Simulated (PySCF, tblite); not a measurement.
# C₆H₇S₂ radical: geometry, infrared bands and EPR parameters

Wanted: the infrared bands and EPR parameters of C₆H₇S₂ radical (`[CH2]c1ccc(SC)s1`), by calculation.

The runs use tblite 0.8.0 and PySCF 2.14.0, with density-fitted response routines of our own; the level of theory stands in each step. All values are computed, except where a source is named. Atoms count from 0, in the outputs and in this text.

## 1. The starting structure

15 atoms, charge 0, multiplicity 2; geometry from: force field or distance geometry start.

Bonds of the start (Å): C0–C1 1.41, C1–C2 1.37, C2–C3 1.42, C3–C4 1.39, C4–S5 1.75, S5–C6 1.81, C4–S7 1.70, S7–C1 1.73, C0–H8 1.09, C0–H9 1.09, C2–H10 1.10, C3–H11 1.07, C6–H12 1.09, C6–H13 1.10, C6–H14 1.09.

## 2. Optimising the geometry with GFN2-xTB

The job: settings as JSON, then the geometry in Å.

```
{"job": {"kind": "relax", "xc": "GFN2-xTB", "basis": "xTB"}, "charge": 0, "multiplicity": 2}
C     -2.795400    -1.177200     0.435700
C     -1.696800    -0.314100     0.252300
C     -1.633000     0.920200    -0.335600
C     -0.333600     1.497200    -0.332500
C      0.586000     0.656900     0.283100
S      2.285700     1.035600     0.485500
C      3.071400    -0.443900    -0.191700
S     -0.136800    -0.773400     0.845100
H     -2.699700    -2.133900     0.939900
H     -3.787300    -0.882300     0.079500
H     -2.510600     1.411800    -0.770700
H     -0.087500     2.456300    -0.735800
H      4.145800    -0.286400    -0.234900
H      2.891400    -1.313100     0.451600
H      2.695800    -0.645800    -1.193400
```

The run is started by

```bash
$ OMP_NUM_THREADS=1 python probes_run.py task.json out
```

This one command runs all jobs of the session in turn.

**Question.** This job is followed by: GFN2-xTB harmonic vibrations, gas phase; UKS B3LYP, pcH-1 on C H S, non-relativistic, mean-field spin-orbit, GIAO. Predict these results of the whole session: strongest single infrared mode (GFN2-xTB); zero-point energy (GFN2-xTB); g(iso) (B3LYP); ⟨S²⟩; largest a(iso) (averaged by class); surface potential, 1st and 99th percentile.

**Answer**, as computed:

| quantity | value |
| --- | --- |
| strongest single infrared mode (GFN2-xTB) | 746 cm⁻¹, 36 km/mol |
| zero-point energy (GFN2-xTB) | 67.4 kcal/mol |
| g(iso) (B3LYP) | 2.00385 |
| ⟨S²⟩ | 0.778 (exact 0.75) |
| largest a(iso) (averaged by class) | 13C on C0, 44.7 MHz |
| surface potential, 1st and 99th percentile | -0.72 V and 1.13 V |

In words: Over 90 steps the energy fell by 0.277 eV; of the close pairs, C0–C1 changed most, 1.409 to 1.353 Å. No mode is imaginary among the 39: a minimum at this level. The strongest single mode, at 746 cm⁻¹, moves mainly H10. GFN2-xTB is a fitted tight-binding method: band positions and strengths are rough. Its intensities can rank the bands wrongly. C0 carries the largest spin population, 0.57 e. The isotropic g lies 1.5 ppt above the free-electron value.
